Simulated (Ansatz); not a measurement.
# ZnFCl: the band gap up the ladder of functionals

The task here is to estimate one member of a computed series from the others.

Code: Ansatz 0.2.0. PAW datasets, plane waves. Note: simulated data, non-magnetic, for a generated structure that need not be the stable one.

**The system as given**

The cell was relaxed beforehand with r2SCAN.

The sheet's in-plane cell has a = 3.353 Å, b = 3.353 Å (γ = 120.0°), and its outermost atoms lie 2.31 Å apart along the normal. Near Zn stand 3 F at 2.13 Å and 3 Cl at 2.40 Å; near F stand 3 Zn at 2.13 Å; near Cl stand 3 Zn at 2.40 Å.

The structure in full:

```cif
data_structure
_symmetry_space_group_name_H-M 'P 1'
_symmetry_Int_Tables_number 1
_cell_length_a 3.3527
_cell_length_b 3.3527
_cell_length_c 28.3494
_cell_angle_alpha 90.000
_cell_angle_beta 90.000
_cell_angle_gamma 120.000
_cell_volume 275.97
loop_
_atom_site_label
_atom_site_type_symbol
_atom_site_fract_x
_atom_site_fract_y
_atom_site_fract_z
_atom_site_occupancy
Zn1 Zn 0.00000 0.00000 0.32354 1
F1 F 0.33333 0.66667 0.35519 1
Cl1 Cl 0.66667 0.33333 0.27368 1
```
The sheet repeats along a and b alone.

The first run:

Input file input.yaml:

```yaml
crystal:
  lattice:
    - [3.3527207072, 0.0, 0.0]
    - [-1.6763603536, 2.9035413042, 0.0]
    - [0.0, 0.0, 28.3494234352]
  atoms:
    - { symbol: Zn, position: [0.0, 0.0, 0.3235355701] }
    - { symbol: F, position: [0.3333333333, 0.6666666667, 0.355185981] }
    - { symbol: Cl, position: [0.6666666667, 0.3333333333, 0.2736787706] }
  periodic: [true, true, false]
kpoints:
  mp_grid: { grid: [12, 12, 1] }
  band_path:
    path:
      - [0, 0, 0]
      - [0.5, 0, 0]
      - [0.3333333333333, 0.3333333333333, 0]
      - [0, 0, 0]
    npoints: 10
hamiltonian:
  xc: pbe
scf:
  occupations: { method: fermi_dirac, width: 0.02 }
  n_extra_bands: 4
output:
  forces: true
  stress: true
  eigenvalues: true
```

The run is started by

```sh
ansatz run input.yaml --threads 4 --pin off --max-ram 5529MiB --backend cpu --events-out ev --progress --plain --runs-dir out
```

Among the steps run: Band structure with PBE; r2SCAN; HSE06; PBE0 at the same geometry; LDA; r2SCANh; Single point with LC-ωPBE.

One of the session's tables, all rows but one given; the rest of the session is left out.

| level | gap (eV) |
| --- | --- |
| PBE | 3.51 |
| r2SCAN | 4.13 |
| HSE06 | 5.05 |
| PBE0 | 5.79 |
| LDA | ? |
| r2SCANh | 4.95 |
| LC-ωPBE | 10.40 |

Estimate the missing values for LDA.

The run gave: gap (eV): 3.29. In the column «gap (eV)» it is the lowest.

Meshes: PBE 12×12×1, r2SCAN 12×12×1, HSE06 6×6×1, PBE0 6×6×1, LDA 12×12×1, r2SCANh 6×6×1, LC-ωPBE 6×6×1.

PBE reaches 70 % of the HSE06 value, and r2SCAN 82 %. PBE0 lies 0.74 eV above HSE06, which differs from it by screening the long-range exchange.

To keep in mind: Warnings in the runs' records: stress scf threshold loose, stress exchange threshold loose, xc potential rough in thin density.
